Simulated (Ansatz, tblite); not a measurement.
**(BeSe)4 ring (Be4Se4): rung by rung**

An exercise on one series of results from a longer session: the logs are not shown, and one member is left open.

Method: as each input shows; program: Ansatz 0.2.0, Gaussian basis.

The runs, in order: GFN1-xTB, GFN2-xTB, PBE-D4/def2-TZVP, r2SCAN-D4/def2-TZVP, r2SCANh-D4/def2-TZVP, HF/def2-TZVP, B2PLYP/def2-TZVP, PBE-D4/def2-SVP, PBE0-D4/def2-SVP, HF/STO-3G, MP2/def2-TZVP, RPA/def2-TZVP.

2 further runs of the same task are left out: 2 set aside as unsound or not needed. Runs told in other sessions of the task aren't counted.

### The geometry

The geometry is that of the singlet, from an earlier relaxation (PBE0-D4/def2-SVP).

8 atoms, charge 0, spin multiplicity 1.

Bond lengths: Be1–Se5 2.026 Å, Be1–Se8 2.026 Å, Be2–Se5 2.026 Å, Be2–Se6 2.026 Å, Be3–Se6 2.026 Å, Be3–Se7 2.026 Å, Be4–Se7 2.026 Å, Be4–Se8 2.026 Å. Angles: Se5–Be1–Se8 176.5°, Se5–Be2–Se6 176.5°, Se6–Be3–Se7 176.5°, Se7–Be4–Se8 176.5°, Be1–Se5–Be2 83.2°, Be2–Se6–Be3 83.2°, Be3–Se7–Be4 83.2°, Be1–Se8–Be4 83.2°.

PBE0-D4/def2-TZVP was run before; its log isn't repeated, and its numbers join the tables.

The first run:

Tight binding, by tblite at 300 K electronic temperature and without a spin-polarisation term:

```python
tblite.interface.Calculator('GFN1-xTB', numbers, positions, charge=0, uhf=0).singlepoint()
```

Tight binding, by tblite at 300 K electronic temperature and without a spin-polarisation term:

```python
tblite.interface.Calculator('GFN2-xTB', numbers, positions, charge=0, uhf=0).singlepoint()
```

start.molden holds the orbitals of an earlier run on this state, given as this run's starting guess.

Contents of in.yaml:

```yaml
crystal:
  periodic: [false, false, false]
  atoms:
    - {symbol: Be, position_ang: [-0.123698, -1.883049, 0.236383]}
    - {symbol: Be, position_ang: [1.835194, -0.058411, 0.495691]}
    - {symbol: Be, position_ang: [0.123682, 1.883060, -0.236335]}
    - {symbol: Be, position_ang: [-1.835201, 0.058416, -0.495635]}
    - {symbol: Se, position_ang: [1.871065, -1.994493, -0.100188]}
    - {symbol: Se, position_ang: [1.681083, 1.881459, 1.059522]}
    - {symbol: Se, position_ang: [-1.441630, 1.763288, -1.517050]}
    - {symbol: Se, position_ang: [-2.110495, -1.650270, 0.557622]}
basis:
  gaussian: {orbitals: def2-TZVP, initial_orbitals: start.molden}
hamiltonian: {xc: pbe, dispersion: d4}
scf: {omitted_lower_state_checks: [starts]}
output: {forces: true, orbitals: {seedname: orbitals}}
```

Command:

```sh
$ ansatz run in.yaml --threads 4 --pin off --events-out ev --progress --plain --max-ram 4787MiB
```

Steps of the session up to this table: PBE-D4/def2-TZVP; r2SCAN-D4/def2-TZVP; r2SCANh-D4/def2-TZVP; HF/def2-TZVP; B2PLYP/def2-TZVP; PBE-D4/def2-SVP; PBE0-D4/def2-SVP; HF/STO-3G; MP2/def2-TZVP; RPA/def2-TZVP.

One of the session's tables, all rows but one given; the rest of the session is left out.

It belongs to the step «Binding energy». 

| level | binding an atom (eV) |
| --- | --- |
| HF/STO-3G | 3.511 |
| HF/def2-TZVP | 2.443 |
| PBE-D4/def2-SVP | 3.448 |
| PBE-D4/def2-TZVP | 3.421 |
| r2SCAN-D4/def2-TZVP | 3.441 |
| r2SCANh-D4/def2-TZVP | 3.413 |
| PBE0-D4/def2-SVP | ? |
| PBE0-D4/def2-TZVP | 3.370 |
| B2PLYP/def2-TZVP | 3.209 |
| RPA/def2-TZVP | 2.740 |
| MP2/def2-TZVP | 3.277 |

**Question.** Estimate the row for PBE0-D4/def2-SVP.

The run gave: binding an atom (eV): 3.387. In the column «binding an atom (eV)» it lies between PBE0-D4/def2-TZVP (3.370) and r2SCANh-D4/def2-TZVP (3.413).

Caveats from the session: Free atoms were run apart at each level; binding is atoms less cluster, divided by the number of atoms, without zero-point or spin-orbit terms.
